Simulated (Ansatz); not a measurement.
Crystal: GeCN2.

```
Ge N C
1.0
     1.79379    1.03565    4.92196
    -1.79379    1.03565    4.92196
     0.00000   -2.07129    4.92196
Ge N C
1 2 1
Direct
  0.00000 0.00000 0.00000
  0.58390 0.58390 0.58390
  0.41610 0.41610 0.41610
  0.50000 0.50000 0.50000
```

The cell comes from a database or a generator and needn't be the stable form of this composition.

Program: Ansatz 0.2.0. Alike in all runs: task band structure; potentials or basis Ansatz PAW; no spin polarisation; cell as given; k mesh 9 × 9 × 9; cutoff (eV) 420; smearing fermi-dirac 0.05 eV.

**Question.** Order these runs on this cell by their pressure, lowest first.
A. level PBE
B. level LDA
C. level PBEsol

**Answer.** B (-6.7 GPa), C (-3.3 GPa), A (0.0 GPa).

Caveats: the PAW data sets come from PBE, with cores solved anew for the run's functional, which leaves a small shift of forces and pressure (some runs).
